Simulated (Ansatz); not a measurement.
**Si₂GeH₆Cl₂O₈: small, medium and large basis sets**

Aim: see how fast density functionals converge with the basis set for Si₂GeH₆Cl₂O₈.

Program: Ansatz 0.2.0, Gaussian basis. Level of theory: one geometry, several basis sets. These are calculated values, not measurements.

The runs, in order: PBE0-D4/def2-SVP; ωB97M-V/def2-SVP; PBE0-D4/def2-QZVPP; ωB97M-V/def2-QZVPP; the functionals' def2-TZVPP values are taken from earlier runs.

## (1) Structure used throughout

An earlier PBE0-D4 in a triple-zeta def2 set relaxation fixed the geometry.

SMILES `O[Si](O)(O)[O][Ge]([Cl])([Cl])[O][Si](O)(O)O`, 19 atoms, charge 0, spin multiplicity 1.

Atoms are counted from 1 here; the program's logs count them from 0.

Bond lengths: O1–Si2 1.622 Å, O1–H14 0.966 Å, Si2–O3 1.618 Å, Si2–O4 1.627 Å, Si2–O5 1.658 Å, O3–H15 0.957 Å, O4–H16 0.965 Å, O5–Ge6 1.728 Å, Ge6–Cl7 2.109 Å, Ge6–Cl8 2.118 Å, Ge6–O9 1.755 Å, O9–Si10 1.617 Å, Si10–O11 1.636 Å, Si10–O12 1.638 Å, Si10–O13 1.622 Å, O11–H17 0.960 Å, O12–H18 0.959 Å, O13–H19 0.958 Å. Angles: Si2–O1–H14 116.1°, O1–Si2–O3 106.3°, O1–Si2–O4 114.6°, O1–Si2–O5 108.7°, O3–Si2–O4 110.1°, O3–Si2–O5 110.2°, O4–Si2–O5 107.0°, Si2–O3–H15 117.2°, Si2–O4–H16 116.1°, Si2–O5–Ge6 131.6°, O5–Ge6–Cl7 113.4°, O5–Ge6–Cl8 107.8°, O5–Ge6–O9 110.8°, Cl7–Ge6–Cl8 109.9°, Cl7–Ge6–O9 107.4°, Cl8–Ge6–O9 107.3°, Ge6–O9–Si10 137.2°, O9–Si10–O11 105.7° and more.

## (2) PBE0-D4 in def2-SVP

in.yaml reads:

```yaml
crystal:
  periodic: [false, false, false]
  atoms:
    - {symbol: O, position_ang: [2.198867, -0.468952, 0.352942]}
    - {symbol: Si, position_ang: [1.792411, 1.036622, -0.093701]}
    - {symbol: O, position_ang: [3.109805, 1.948393, 0.134040]}
    - {symbol: O, position_ang: [1.279454, 1.171272, -1.632225]}
    - {symbol: O, position_ang: [0.556684, 1.565191, 0.877917]}
    - {symbol: Ge, position_ang: [-0.539196, 0.711634, 1.906132]}
    - {symbol: Cl, position_ang: [0.349924, 0.019212, 3.688809]}
    - {symbol: Cl, position_ang: [-2.147801, 2.013197, 2.359323]}
    - {symbol: O, position_ang: [-1.211621, -0.682063, 1.078680]}
    - {symbol: Si, position_ang: [-1.346800, -1.207177, -0.444284]}
    - {symbol: O, position_ang: [0.033869, -2.029528, -0.753484]}
    - {symbol: O, position_ang: [-1.407764, 0.000798, -1.549566]}
    - {symbol: O, position_ang: [-2.700184, -2.083843, -0.623414]}
    - {symbol: H, position_ang: [1.665503, -1.181363, -0.021503]}
    - {symbol: H, position_ang: [3.083627, 2.845864, -0.198231]}
    - {symbol: H, position_ang: [0.351798, 0.957223, -1.791641]}
    - {symbol: H, position_ang: [0.136853, -2.402740, -1.631437]}
    - {symbol: H, position_ang: [-2.259211, 0.411692, -1.711844]}
    - {symbol: H, position_ang: [-2.987819, -2.629835, 0.109888]}
basis:
  gaussian: {orbitals: def2-SVP}
hamiltonian: {xc: pbe0, dispersion: d4}
output: {orbitals: {seedname: orbitals}}
```

On the command line:

```bash
ansatz run in.yaml --threads 11 --pin off --events-out ev --progress --plain --max-ram 174080MiB --backend cpu
```

Further steps of the session: ωB97M-V in def2-SVP; PBE0-D4 in def2-QZVPP; ωB97M-V in def2-QZVPP.

Before running them: what should the planned runs give, taken together? Wanted: PBE0-D4: double and triple zeta above quadruple; ωB97M-V: double and triple zeta above quadruple.

The runs gave:

| quantity | value |
| --- | --- |
| PBE0-D4: double and triple zeta above quadruple | 46.47, 3.49 eV |
| ωB97M-V: double and triple zeta above quadruple | 46.46, 3.31 eV |

**Reading.** PBE0-D4 gains 42.98 eV from double to triple zeta, then 3.49 eV more. These are total energies; as a rule much of such shifts cancels in differences, which this series doesn't test. The LUMO of ωB97M-V is positive and keeps falling with the basis (1.29 to 0.45 eV): an unbound level that the basis holds in place.
